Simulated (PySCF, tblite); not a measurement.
# C₄H₈FNSi₂: geometry, infrared bands and NMR shifts

Aim: predict the infrared bands and NMR shifts of C₄H₈FNSi₂ (`C[C@@H]1[SiH2][C@H](F)[Si@@H]1C#N`).

The runs use tblite 0.8.0 and PySCF 2.14.0, with density-fitted response routines of our own; the level of theory stands in each step. All values are computed, except where a source is named. Atoms are numbered from 0 throughout.

**1. Starting geometry**

16 atoms, charge 0, multiplicity 1; geometry from: force field or distance geometry start.

Bonds of the start (Å): C0–C1 1.50, C1–Si2 1.88, Si2–C3 1.91, C3–F4 1.38, C3–Si5 1.87, Si5–C6 1.81, C6–N7 1.17, Si5–C1 1.88, C0–H8 1.12, C0–H9 1.09, C0–H10 1.11, C1–H11 1.11, Si2–H12 1.48, Si2–H13 1.44, C3–H14 1.10, Si5–H15 1.43.

**2. Relaxing the molecule with GFN2-xTB**

Job settings and geometry (Å):

```
{"job": {"kind": "relax", "xc": "GFN2-xTB", "basis": "xTB"}, "charge": 0, "multiplicity": 1}
C      1.882900    -0.589400    -0.523200
C      0.841700     0.460300    -0.249400
Si    -0.027800     0.318300     1.408700
C     -1.485100     1.130800     0.488800
F     -2.729900     0.773700     0.964100
Si    -0.860000     0.141200    -0.973100
C     -1.352700    -1.585800    -0.767900
N     -1.680400    -2.693500    -0.614500
H      2.837200    -0.036900    -0.724200
H      1.583900    -1.161500    -1.406600
H      2.086600    -1.209200     0.374800
H      1.179100     1.505400    -0.371700
H     -0.390700    -1.081900     1.727300
H      0.538700     1.094000     2.486000
H     -1.310400     2.218500     0.426000
H     -1.120700     0.724800    -2.256500
```

Command:

```bash
> OMP_NUM_THREADS=1 python probes_run.py task.json out
```

The driver reads the jobs from task.json and runs them one after another.

**Question.** This job is followed by: GFN2-xTB harmonic vibrations, gas phase; GIAO PBE0/pcSseg-1 NMR shielding, non-relativistic, gas phase. What will the session give for the following? strongest single infrared mode (GFN2-xTB); zero-point energy (GFN2-xTB); 13C shifts against TMS (PBE0/pcSseg-1); 1H shifts against TMS (PBE0/pcSseg-1, means over atoms taken as alike); 29Si shifts against TMS (PBE0/pcSseg-1); 19F shifts against CFCl3 (PBE0/pcSseg-1); 15N shifts against NH3 (PBE0/pcSseg-1).

The runs gave:

```
                                                              quantity                                   value
                             strongest single infrared mode (GFN2-xTB)                   2268 cm⁻¹, 357 km/mol
                                          zero-point energy (GFN2-xTB)                           66.6 kcal/mol
                                13C shifts against TMS (PBE0/pcSseg-1)              122.3, 85.7, 15.0, 7.3 ppm
1H shifts against TMS (PBE0/pcSseg-1, means over atoms taken as alike)  5.73, 5.23, 4.90, 4.84, 1.61, 1.09 ppm
                               29Si shifts against TMS (PBE0/pcSseg-1)                        -24.5, -31.7 ppm
                              19F shifts against CFCl3 (PBE0/pcSseg-1)                              -275.5 ppm
                                15N shifts against NH3 (PBE0/pcSseg-1)                               374.3 ppm
```

What this shows: Relaxing lowered the energy by 0.873 eV in 116 steps; the close pair that moved most is C3–Si5, from 1.873 to 1.936 Å. No mode is imaginary among the 42: a minimum at this level. The strongest single mode, at 2268 cm⁻¹, moves mainly H13 and H15. GFN2-xTB is a fitted tight-binding method: band positions and strengths are rough. Its intensities can rank the bands wrongly. The most deshielded carbon is C6 (nitrile carbon), at 122.3 ppm: typical of a nitrile. The most deshielded hydrogen is H14 (hydrogen on an sp3 CH bonded to F and 2 Si), at 5.73 ppm: its carbon carries F, an electronegative neighbour. At PBE0/pcSseg-1: The widest tensor belongs to N7: span 596 ppm, with a paramagnetic part of -444 ppm.
